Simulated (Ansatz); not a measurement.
# CH6BFSi: basis-set convergence

An exercise on one series of results from a longer session: the logs are not shown, and one member is left open.

The runs use Ansatz 0.2.0, Gaussian basis; one geometry, several basis sets.

Plan: PBE0-D4/def2-SVP; ωB97M-V/def2-SVP; PBE0-D4/def2-QZVPP; ωB97M-V/def2-QZVPP; the functionals' def2-TZVPP values are taken from earlier runs.

## Structure used throughout

The geometry comes from an earlier relaxation with PBE0-D4 in a triple-zeta def2 set; it is a stationary point, not always the lowest conformer.

SMILES `BC[SiH2]F`, 10 atoms, charge 0, spin multiplicity 1.

Atoms are counted from 1 here; the program's logs count them from 0.

Bond lengths: B1–C2 1.537 Å, B1–H5 1.197 Å, B1–H6 1.197 Å, C2–Si3 1.871 Å, C2–H7 1.096 Å, C2–H8 1.096 Å, Si3–F4 1.602 Å, Si3–H9 1.482 Å, Si3–H10 1.482 Å. Angles: C2–B1–H5 120.7°, C2–B1–H6 120.7°, H5–B1–H6 118.6°, B1–C2–Si3 111.4°, B1–C2–H7 113.6°, B1–C2–H8 113.6°, Si3–C2–H7 103.5°, Si3–C2–H8 103.5°, H7–C2–H8 110.3°, C2–Si3–F4 107.7°, C2–Si3–H9 111.7°, C2–Si3–H10 111.8°, F4–Si3–H9 107.4°, F4–Si3–H10 107.4°, H9–Si3–H10 110.6°.

The first run:

in.yaml reads:

```yaml
crystal:
  periodic: [false, false, false]
  atoms:
    - {symbol: B, position_ang: [-1.485814, 0.520723, -0.041612]}
    - {symbol: C, position_ang: [-0.408376, -0.522494, -0.378704]}
    - {symbol: Si, position_ang: [1.266505, -0.009985, 0.278358]}
    - {symbol: F, position_ang: [2.319420, -1.146496, -0.128849]}
    - {symbol: H, position_ang: [-1.699281, 1.439073, -0.779707]}
    - {symbol: H, position_ang: [-2.092608, 0.461782, 0.988920]}
    - {symbol: H, position_ang: [-0.235892, -0.642527, -1.454189]}
    - {symbol: H, position_ang: [-0.579945, -1.497772, 0.090576]}
    - {symbol: H, position_ang: [1.269375, 0.086593, 1.757192]}
    - {symbol: H, position_ang: [1.729716, 1.259901, -0.329185]}
basis:
  gaussian: {orbitals: def2-SVP}
hamiltonian: {xc: pbe0, dispersion: d4}
output: {orbitals: {seedname: orbitals}}
```

Command:

```console
$ ansatz run in.yaml --threads 2 --pin off --events-out ev --progress --plain --max-ram 4352MiB
```

Steps of the session up to this table: PBE0-D4 in def2-SVP; ωB97M-V in def2-SVP; PBE0-D4 in def2-QZVPP; ωB97M-V in def2-QZVPP.

One of the session's tables, all rows but one given; the rest of the session is left out.

It belongs to the step «Functionals by basis». 

| functional | basis | HOMO (eV) | LUMO (eV) |
| --- | --- | --- | --- |
| PBE0-D4 | def2-SVP | -9.22 | -1.58 |
| PBE0-D4 | def2-TZVPP | -9.27 | -1.68 |
| PBE0-D4 | def2-QZVPP | -9.28 | -1.71 |
| ωB97M-V | def2-SVP | ? | ? |
| ωB97M-V | def2-TZVPP | -11.51 | 0.22 |
| ωB97M-V | def2-QZVPP | -11.52 | 0.14 |

Estimate the missing values for ωB97M-V, def2-SVP.

The run gave: HOMO (eV): -11.46; LUMO (eV): 0.46. In the column «HOMO (eV)» it lies between ωB97M-V, def2-TZVPP (-11.51) and PBE0-D4, def2-QZVPP (-9.28).
